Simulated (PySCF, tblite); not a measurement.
# ClGeH₅S₃Si, a small molecule taken as a stand-in for a surface group (GeS unit): NMR shifts, core binding energies and electronic excitations, part 2 of 2

tblite 0.8.0 and PySCF 2.14.0. Atoms count from 0, parts from 1. Earlier steps stand in the parts before.

### 5 Core holes by ΔSCF: SCAN, X2C

What the job is given:

```
{"job": {"kind": "xps", "holes": 5}, "charge": 0, "multiplicity": 1}
S      0.716239    -2.465387    -0.266661
Ge     0.447059    -0.334447     0.309328
S      2.481280     0.507173     0.649856
S     -0.687289    -0.020652     2.201665
Si    -0.738581     0.763678    -1.442745
Cl    -2.752727     0.322992    -1.154309
H      1.308165    -2.798188     0.902061
H      2.019893     1.562537     1.358503
H     -1.881057    -0.091300     1.566077
H     -0.330157     0.289145    -2.793981
H     -0.553957     2.236630    -1.321929
```

Level: delta-SCF UKS SCAN, pcX-2 on the ionised atom, pcseg-1 elsewhere, spin-free X2C.

What it wrote:

```text
ground state, core basis on atom 0 (S), 184 functions
  cycle   1  E = -4046.22691236  |g| = 4.57e-01
  cycle   2  E = -4046.11274923  |g| = 7.47e-01
  cycle   3  E = -4046.28740826  |g| = 1.05e-01
  cycle   4  E = -4046.29087149  |g| = 3.85e-02
  cycle   5  E = -4046.29130259  |g| = 8.56e-03
  cycle   6  E = -4046.29132500  |g| = 2.99e-03
  cycle   7  E = -4046.29132810  |g| = 9.09e-04
  cycle   8  E = -4046.29132032  |g| = 4.20e-04
  E(ground) = -4046.48933769 Eh
hole in S 2p of atom 0
  cycle   1  E = -4039.59736206  |g| = 1.53e+00
  cycle   2  E = -4037.34251040  |g| = 1.97e+00
  cycle   3  E = -4039.44430185  |g| = 8.58e-01
  cycle   4  E = -4040.04248591  |g| = 1.38e-01
  cycle   5  E = -4040.04395947  |g| = 1.19e-01
  cycle   6  E = -4040.05327582  |g| = 4.19e-02
  cycle   7  E = -4040.05427319  |g| = 1.83e-02
  cycle   8  E = -4040.05451468  |g| = 4.53e-03
  cycle   9  E = -4040.05452913  |g| = 1.59e-03
  cycle  10  E = -4040.05453106  |g| = 7.21e-04
  cycle  11  E = -4040.05453026  |g| = 4.24e-04
  E(ion) = -4040.26035494 Eh   <S^2> = 0.7532   hole on atom = 1.001   binding energy = 169.499 eV
  2p3/2 = 169.253 eV   2p1/2 = 170.498 eV
ground state, core basis on atom 2 (S), 184 functions
  cycle   1  E = -4046.29060942  |g| = 4.06e-01
  cycle   2  E = -4046.29003420  |g| = 5.78e-02
  cycle   3  E = -4046.28824569  |g| = 9.19e-02
  cycle   4  E = -4046.29118711  |g| = 7.66e-03
  cycle   5  E = -4046.29120022  |g| = 3.77e-03
  cycle   6  E = -4046.29120730  |g| = 7.46e-04
  cycle   7  E = -4046.29120596  |g| = 1.36e-04
  E(ground) = -4046.48925442 Eh
hole in S 2p of atom 2
  cycle   1  E = -4039.59239772  |g| = 1.53e+00
  cycle   2  E = -4037.48335984  |g| = 1.95e+00
  cycle   3  E = -4039.45570295  |g| = 8.50e-01
  cycle   4  E = -4040.04291159  |g| = 1.18e-01
  cycle   5  E = -4040.04600824  |g| = 8.70e-02
  cycle   6  E = -4040.05029782  |g| = 4.06e-02
  cycle   7  E = -4040.05135759  |g| = 1.19e-02
  cycle   8  E = -4040.05144008  |g| = 4.03e-03
  cycle   9  E = -4040.05144696  |g| = 1.67e-03
  cycle  10  E = -4040.05144785  |g| = 6.52e-04
  cycle  11  E = -4040.05145202  |g| = 3.51e-04
  E(ion) = -4040.25663583 Eh   <S^2> = 0.7529   hole on atom = 1.001   binding energy = 169.598 eV
  2p3/2 = 169.352 eV   2p1/2 = 170.598 eV
ground state, core basis on atom 3 (S), 184 functions
  cycle   1  E = -4046.29046851  |g| = 4.06e-01
  cycle   2  E = -4046.28984480  |g| = 5.93e-02
  cycle   3  E = -4046.28787178  |g| = 9.57e-02
  cycle   4  E = -4046.29106336  |g| = 7.57e-03
  cycle   5  E = -4046.29107344  |g| = 3.20e-03
  cycle   6  E = -4046.29108110  |g| = 6.23e-04
  cycle   7  E = -4046.29107723  |g| = 1.55e-04
  E(ground) = -4046.48928605 Eh
hole in S 2p of atom 3
  cycle   1  E = -4039.59588369  |g| = 1.53e+00
  cycle   2  E = -4037.32207271  |g| = 1.98e+00
  cycle   3  E = -4039.37775529  |g| = 9.09e-01
  cycle   4  E = -4040.04647487  |g| = 1.23e-01
  cycle   5  E = -4040.05096147  |g| = 8.17e-02
  cycle   6  E = -4040.05520424  |g| = 2.67e-02
  cycle   7  E = -4040.05569546  |g| = 7.51e-03
  cycle   8  E = -4040.05572293  |g| = 4.43e-03
  cycle   9  E = -4040.05573365  |g| = 1.39e-03
  cycle  10  E = -4040.05573139  |g| = 5.02e-04
  cycle  11  E = -4040.05573260  |g| = 2.20e-04
  E(ion) = -4040.26196382 Eh   <S^2> = 0.7533   hole on atom = 1.001   binding energy = 169.454 eV
  2p3/2 = 169.203 eV   2p1/2 = 170.447 eV
ground state, core basis on atom 4 (Si), 184 functions
  cycle   1  E = -4046.24029163  |g| = 2.89e-01
  cycle   2  E = -4046.23993913  |g| = 5.58e-02
  cycle   3  E = -4046.23901906  |g| = 7.04e-02
  cycle   4  E = -4046.24064853  |g| = 1.32e-02
  cycle   5  E = -4046.24069844  |g| = 2.51e-03
  cycle   6  E = -4046.24070320  |g| = 3.35e-04
  E(ground) = -4046.41086588 Eh
hole in Si 2p of atom 4
  cycle   1  E = -4041.91161010  |g| = 1.24e+00
  cycle   2  E = -4039.35813248  |g| = 2.10e+00
  cycle   3  E = -4041.90034557  |g| = 6.58e-01
  cycle   4  E = -4042.23698563  |g| = 1.85e-01
  cycle   5  E = -4042.24655906  |g| = 1.25e-01
  cycle   6  E = -4042.25682496  |g| = 3.06e-02
  cycle   7  E = -4042.25743400  |g| = 1.01e-02
  cycle   8  E = -4042.25749461  |g| = 4.34e-03
  cycle   9  E = -4042.25750818  |g| = 1.56e-03
  cycle  10  E = -4042.25751089  |g| = 4.78e-04
  E(ion) = -4042.43695295 Eh   <S^2> = 0.7523   hole on atom = 1.002   binding energy = 108.136 eV
  2p3/2 = 107.874 eV   2p1/2 = 108.500 eV
ground state, core basis on atom 5 (Cl), 184 functions
  cycle   1  E = -4046.33084798  |g| = 4.85e-01
  cycle   2  E = -4046.33085585  |g| = 5.06e-02
  cycle   3  E = -4046.33047465  |g| = 5.27e-02
  cycle   4  E = -4046.33125593  |g| = 1.40e-02
  cycle   5  E = -4046.33130822  |g| = 4.28e-03
  cycle   6  E = -4046.33131454  |g| = 6.10e-04
  cycle   7  E = -4046.33131307  |g| = 1.28e-04
  E(ground) = -4046.52698235 Eh
hole in Cl 2p of atom 5
  cycle   1  E = -4038.25000085  |g| = 1.70e+00
  cycle   2  E = -4036.82047632  |g| = 1.71e+00
  cycle   3  E = -4038.08904214  |g| = 8.61e-01
  cycle   4  E = -4038.70621352  |g| = 1.57e-01
  cycle   5  E = -4038.71601754  |g| = 1.14e-01
  cycle   6  E = -4038.72334234  |g| = 4.56e-02
  cycle   7  E = -4038.72473021  |g| = 1.39e-02
  cycle   8  E = -4038.72485503  |g| = 4.49e-03
  cycle   9  E = -4038.72486593  |g| = 1.71e-03
  cycle  10  E = -4038.72487036  |g| = 4.05e-04
  E(ion) = -4038.92936155 Eh   <S^2> = 0.7519   hole on atom = 1.001   binding energy = 206.742 eV
  2p3/2 = 206.160 eV   2p1/2 = 207.814 eV
```

Run time: 57 s. Hardware: 1 thread of Intel Xeon, shared host; peak memory 0.69 GiB.

Binding energies by hole, beside the orbital energy of the ground state; the difference holds orbital relaxation and, for a density functional, its self-interaction error:

```tsv
hole	stands for	environment	ΔSCF (eV; 2p as the shell's mean)	−ε (eV)	⟨S²⟩
S2p on S0	S0	sulfur bonded to Ge, H	169.67	158.5	0.753
S2p on S2	S2	sulfur bonded to Ge, H	169.77	158.6	0.753
S2p on S3	S3	sulfur bonded to Ge, H	169.62	158.5	0.753
Si2p on Si4	Si4	silicon bonded to Cl, Ge, 2 H	108.08	97.8	0.752
Cl2p on Cl5	Cl5	chlorine bonded to Si	206.71	193.9	0.752
```

With the spin-orbit splitting: S0 2p3/2 169.25, 2p1/2 170.50 eV; S2 2p3/2 169.35, 2p1/2 170.60 eV; S3 2p3/2 169.20, 2p1/2 170.45 eV; Si4 2p3/2 107.87, 2p1/2 108.50 eV; Cl5 2p3/2 206.16, 2p1/2 207.81 eV. The table gives each 2p level as the mean over the whole 2p shell (two parts 2p3/2, one part 2p1/2), which differs a little from the single hole in the log.

### 6 Excited states and response: CAM-B3LYP/def2-SVPD

Settings changed since step 5:

```diff
@@ -1,2 +1,2 @@
-{"job": {"kind": "xps", "holes": 5}, "charge": 0, "multiplicity": 1}
+{"job": {"kind": "uv", "xc": "CAM-B3LYP", "basis": "def2-SVPD", "nstates": 6, "ntriplets": 2, "ip": true}, "charge": 0, "multiplicity": 1}
 S      0.716239    -2.465387    -0.266661
```

With the program's defaults for keys left out, this is: TDDFT CAM-B3LYP/def2-SVPD, vertical, gas phase, core orbitals frozen in the response.

What it wrote:

```text
coarse grid: 51456 points
cycle   1  E = -4023.6339667183  dE = -2.574e-01  |g| = 6.172e-01  |ddm| = 4.230e+00
cycle   2  E = -4023.6239920108  dE =  9.975e-03  |g| = 7.152e-01  |ddm| = 2.731e+00
cycle   3  E = -4023.7303081169  dE = -1.063e-01  |g| = 4.705e-02  |ddm| = 1.726e+00
cycle   4  E = -4023.7309685675  dE = -6.605e-04  |g| = 1.951e-02  |ddm| = 1.204e-01
cycle   5  E = -4023.7310985885  dE = -1.300e-04  |g| = 4.262e-03  |ddm| = 6.660e-02
cycle   6  E = -4023.7311051872  dE = -6.599e-06  |g| = 1.436e-03  |ddm| = 1.153e-02
final grid: 98808 points
cycle   7  E = -4023.7310855496  dE = -4.649e-07  |g| = 1.191e-03  |ddm| = 5.119e-03
cycle   8  E = -4023.7310856256  dE = -7.603e-08  |g| = 1.119e-03  |ddm| = 3.843e-03
cycle   9  E = -4023.7310860342  dE = -4.085e-07  |g| = 1.404e-04  |ddm| = 1.859e-03
cycle  10  E = -4023.7310860384  dE = -4.286e-09  |g| = 3.442e-05  |ddm| = 3.934e-04
cycle  11  E = -4023.7310860394  dE = -9.923e-10  |g| = 1.169e-05  |ddm| = 1.624e-04
converged SCF energy = -4023.7310860394

Static polarisability (au): isotropic 138.696, principal 131.719 134.165 150.203

Singlet excitations
state   eV       nm        f      main configurations
  1   5.1913    238.8   0.03387   H->L 0.68, H-1->L 0.16
  2   5.2931    234.2   0.03023   H-1->L 0.46, H->L+1 0.22, H->L 0.10
  3   5.5344    224.0   0.02414   H-2->L 0.34, H->L+1 0.31, H-1->L 0.13
  4   5.7209    216.7   0.00257   H-2->L 0.39, H->L+1 0.29
  5   6.0045    206.5   0.01409   H-1->L+1 0.57, H-1->L+2 0.20
  6   6.0551    204.8   0.01625   H->L+2 0.31, H-1->L+2 0.28, H-1->L+1 0.11

Triplet excitations (Tamm-Dancoff, eV): 4.7178 4.8256
Vertical ionisation energy (delta-SCF) = 9.3691 eV
Vertical electron affinity (delta-SCF) = -0.2059 eV
```

It took 5.5 min on 1 thread of Intel Xeon, shared host; peak memory 1.2 GiB.

Frontier orbitals and where they lie:

```tsv
orbital	eV	atoms
HOMO−3	-10.19	S2 31 %, Ge1 17 %, Cl5 16 %
HOMO−2	-9.36	S3 30 %, S0 28 %, S2 22 %
HOMO−1	-8.91	S0 46 %, S3 20 %, S2 19 %
HOMO	-8.72	S3 32 %, S2 29 %, S0 10 %
LUMO	-0.31	S3 24 %, S0 18 %, Ge1 17 %
LUMO+1	-0.19	Si4 26 %, Cl5 18 %, Ge1 17 %
LUMO+2	0.29	S0 26 %, Ge1 16 %, Si4 16 %
```

With each of the 6 states as a Gaussian band of 0.4 eV half-width at 1/e, the curve within the window shown has maxima at 233 nm (ε 3,300) L/(mol cm). Beyond the last state computed it falls off for lack of states. The curve at chosen wavelengths:

nm, ε (L/mol/cm) and a bar:
```
      195        664 ####
      198        947 #######
      201       1220 ##########
      204       1452 ############
      207       1634 ##############
      210       1787 ###############
      213       1947 #################
      216       2144 ###################
      219       2386 #####################
      222       2658 ########################
      225       2925 ###########################
      228       3140 #############################
      231       3263 ##############################
      233       3279 ##############################
      236       3199 #############################
      239       2999 ###########################
      242       2703 ########################
      245       2344 #####################
      248       1960 #################
      251       1582 #############
      254       1235 ##########
      257        935 #######
      260        687 ####
      263        491 ###
      266        342 #
      269        232
```

Further results of this job:

```tsv
property	computed
dipole moment (D)	1.14
polarisability (Å³)	20.55
HOMO–LUMO gap (eV)	8.40
−ε(HOMO) (eV)	8.72
```

### 7 Results

This closing draws on all 2 parts.

```
                                      quantity                                             value
                                   point group                                                C1
          rotational constants (main isotopes)                              1.15, 0.61, 0.59 GHz
    $^{1}$H shifts against TMS (PBE0/pcSseg-1)                  5.30, 5.10, 2.19, 1.36, 1.14 ppm
   $^{33}$S shifts against CS2 (PBE0/pcSseg-1)                              -130, -145, -168 ppm
$^{73}$Ge shifts against GeMe4 (PBE0/pcSseg-1)                                           103 ppm
  $^{29}$Si shifts against TMS (PBE0/pcSseg-1)                                         -14.7 ppm
  $^{35}$Cl shifts against HCl (PBE0/pcSseg-1)                                           -72 ppm
              S2p binding energies, SCAN/pcX-2                S2 169.77, S0 169.67, S3 169.62 eV
             Si2p binding energies, SCAN/pcX-2                                     Si4 108.08 eV
             Cl2p binding energies, SCAN/pcX-2                                     Cl5 206.71 eV
          lowest singlet (CAM-B3LYP/def2-SVPD)                       5.19 eV (239 nm), f = 0.034
                                lowest triplet                                           4.72 eV
             vertical ionisation energy (ΔSCF)                                           9.37 eV
             vertical electron affinity (ΔSCF)  -0.21 eV (unbound: the value hangs on the basis)
```

**Reading.** The optimisation took 18 steps and gained 0.329 eV; among the close pairs (by a distance rule), Si4–Cl5 changed most, from 2.002 to 2.082 Å (PBE0/def2-SVP). S2 (sulfur bonded to Ge, H) binds its S2p electron 0.15 eV more tightly than S3 (sulfur bonded to Ge, H). The lowest singlet, at 5.19 eV, is HOMO→LUMO 0.68, HOMO−1→LUMO 0.16 and is weak. The lowest triplet lies 0.47 eV below the lowest singlet (triplets in Tamm-Dancoff, singlets in full TDDFT). The orbital energy would give 8.72 eV for ionisation, ΔSCF gives 9.37 eV. Spin-orbit coupling is left out, which matters for shieldings and couplings at and beside the heavy atoms. A capped cluster stands for the solid here, so long-range fields and strain are missing, and bands or shifts of the capping hydrogens have no counterpart in it.
